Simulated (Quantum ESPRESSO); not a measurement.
AlCl2, 3 atoms in the cell. It takes space group I4/mmm (No. 139, tetragonal). Conventional cell: a = 4.553 Å, b = 4.553 Å, c = 7.131 Å, α = 90.00°, β = 90.00°, γ = 90.00°. Al (site symmetry 4/mmm) is surrounded by 2 Cl at 1.71 Å. Cl (site symmetry 4mm) has 1 Al at 1.71 Å as nearest neighbours. The cell was built by a generator and needn't be a form met in nature.

| Quantity | Value |
| --- | --- |
| Program | Quantum ESPRESSO 7.5 |
| Task | energy-loss spectrum |
| Functional | PBEsol |
| Potentials or basis | PseudoDojo 0.4.1 SR PBEsol standard |
| Cutoff | 789 eV |
| Density cutoff | 3157 eV |
| k mesh | 4 × 4 × 4 |
| Occupations | fermi-dirac, width 0.05 eV |
| Spin | no spin polarisation |
| Iterations | 300 |
| Mixing beta | 0.5 |
| Most SCF iterations | 120 |
| SCF threshold | 6e-10 Ry |

Potentials or basis: PseudoDojo 0.4.1 SR PBEsol standard.

Launch:

```bash
$ OMP_NUM_THREADS=1 pw.x -in pw.in > pw.out
$ OMP_NUM_THREADS=1 pw.x -in scf2.in > scf2.out
$ OMP_NUM_THREADS=1 turbo_eels.x -in eels.in > eels.out
$ OMP_NUM_THREADS=1 turbo_spectrum.x -in spectrum.in > spectrum.out
$ OMP_NUM_THREADS=1 turbo_spectrum.x -in spectrum_short.in > spectrum_short.out
```

Hardware: 1 thread of Intel(R) Xeon(R) Processor @ 2.50GHz (Skylake/Cascade Lake) (shared host).

Problem. How long does it take, and how much memory?

Solution. Wall time 20 min on 1 thread of Intel(R) Xeon(R) Processor @ 2.50GHz (Skylake/Cascade Lake) (shared host), peak memory 0.42 GiB. Counts: scf iterations 11, k pools 1, bands 15, k points 13, g dense 29649.
